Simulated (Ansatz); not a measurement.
**CH₈FNOSi₂: one species, many methods**

An exercise on one series of results from a longer session: the logs are not shown, and one member is left open.

Method: functionals in def2-TZVPP, the program's frozen cores in correlated methods; program: Ansatz 0.2.0, Gaussian basis.

The runs, in order: PBE-D4, r2SCAN-D4, PBE0-D4, B3LYP-D4, ωB97X-V, ωB97M-V, B2PLYP; CCSD(T)/def2-TZVPP; MP2/def2-QZVPP; extrapolation to the limit.

**Structure used throughout**

All runs share one geometry, relaxed beforehand with PBE0-D4 in a triple-zeta def2 set.

SMILES `CN([SiH2]O)[SiH2]F`, 14 atoms, charge 0, spin multiplicity 1.

Atoms are counted from 1 here; the program's logs count them from 0.

Bond lengths: C1–N2 1.467 Å, C1–H7 1.094 Å, C1–H8 1.093 Å, C1–H9 1.094 Å, N2–Si3 1.727 Å, N2–Si5 1.707 Å, Si3–O4 1.644 Å, Si3–H10 1.484 Å, Si3–H11 1.480 Å, O4–H12 0.959 Å, Si5–F6 1.605 Å, Si5–H13 1.477 Å, Si5–H14 1.481 Å. Angles: N2–C1–H7 110.5°, N2–C1–H8 110.6°, N2–C1–H9 112.0°, H7–C1–H8 107.5°, H7–C1–H9 107.9°, H8–C1–H9 108.1°, C1–N2–Si3 116.6°, C1–N2–Si5 118.3°, Si3–N2–Si5 124.7°, N2–Si3–O4 113.7°, N2–Si3–H10 106.1°, N2–Si3–H11 109.2°, O4–Si3–H10 111.6°, O4–Si3–H11 103.4°, H10–Si3–H11 113.0°, Si3–O4–H12 117.8°, N2–Si5–F6 112.1°, N2–Si5–H13 109.5° and more.

Coordinates:

```xyz
14

C    -0.5022   -1.0595    1.0719
N    -0.2867   -0.1027   -0.0194
Si    0.2960    1.4613    0.4262
O     1.7802    1.4365    1.1337
Si   -0.4579   -0.6546   -1.6258
F     0.7998   -1.5315   -2.1001
H    -0.9395   -0.5578    1.9402
H    -1.1957   -1.8465    0.7631
H     0.4297   -1.5344    1.3913
H     0.2959    2.2707   -0.8176
H    -0.5776    2.0227    1.4813
H     2.5247    1.1537    0.6003
H    -0.5408    0.5043   -2.5385
H    -1.6260   -1.5622   -1.7066
```

Set-up of the first run:

File in.yaml:

```yaml
crystal:
  periodic: [false, false, false]
  atoms:
    - {symbol: C, position_ang: [-0.502202, -1.059488, 1.071892]}
    - {symbol: N, position_ang: [-0.286713, -0.102669, -0.019398]}
    - {symbol: Si, position_ang: [0.295979, 1.461287, 0.426158]}
    - {symbol: O, position_ang: [1.780180, 1.436495, 1.133724]}
    - {symbol: Si, position_ang: [-0.457912, -0.654589, -1.625805]}
    - {symbol: F, position_ang: [0.799822, -1.531517, -2.100090]}
    - {symbol: H, position_ang: [-0.939519, -0.557779, 1.940192]}
    - {symbol: H, position_ang: [-1.195650, -1.846507, 0.763093]}
    - {symbol: H, position_ang: [0.429739, -1.534435, 1.391303]}
    - {symbol: H, position_ang: [0.295950, 2.270715, -0.817553]}
    - {symbol: H, position_ang: [-0.577593, 2.022717, 1.481276]}
    - {symbol: H, position_ang: [2.524691, 1.153659, 0.600342]}
    - {symbol: H, position_ang: [-0.540810, 0.504325, -2.538517]}
    - {symbol: H, position_ang: [-1.625954, -1.562193, -1.706627]}
basis:
  gaussian: {orbitals: def2-TZVPP}
hamiltonian: {xc: pbe, dispersion: d4}
output: {forces: true, orbitals: {seedname: orbitals}}
```

The run is started by

```bash
$ ansatz run in.yaml --threads 2 --pin off --events-out ev --progress --plain --max-ram 22528MiB --backend cuda --devices 0, --max-vram 18GiB
```

Among the steps run: PBE-D4 (GGA); r2SCAN-D4 (meta-GGA); PBE0-D4 (hybrid); B3LYP-D4 (hybrid); ωB97X-V (range-separated); ωB97M-V (range-separated); B2PLYP (double hybrid); CCSD(T) in def2-TZVPP; MP2 in def2-QZVPP.

One table of the session follows, with a row left open; its other results are not shown here.

```
            method  atomisation energy (kJ/mol)
            PBE-D4                       5184.5
         r2SCAN-D4                       5143.2
           PBE0-D4                       5106.6
          B3LYP-D4                       5151.2
           ωB97X-V                       5181.8
           ωB97M-V                       5174.0
            B2PLYP                       5100.0
     HF/def2-TZVPP                       3769.2
    MP2/def2-TZVPP                       5105.8
   CCSD/def2-TZVPP                       4960.2
CCSD(T)/def2-TZVPP                       5026.2
           MP2/CBS                       5256.3
       CCSD(T)/CBS                            ?
```

**Question.** Estimate the row for CCSD(T)/CBS.

**Answer.** atomisation energy (kJ/mol): 5176.8. In the column «atomisation energy (kJ/mol)» it lies between ωB97M-V (5174.0) and ωB97X-V (5181.8).

Caveats from the session: Free atoms (1 C, 1 N, 2 Si, 1 O, 1 F, 8 H) were run apart at each level; the atomisation energy is their sum less the molecule, without zero-point or spin-orbit terms.
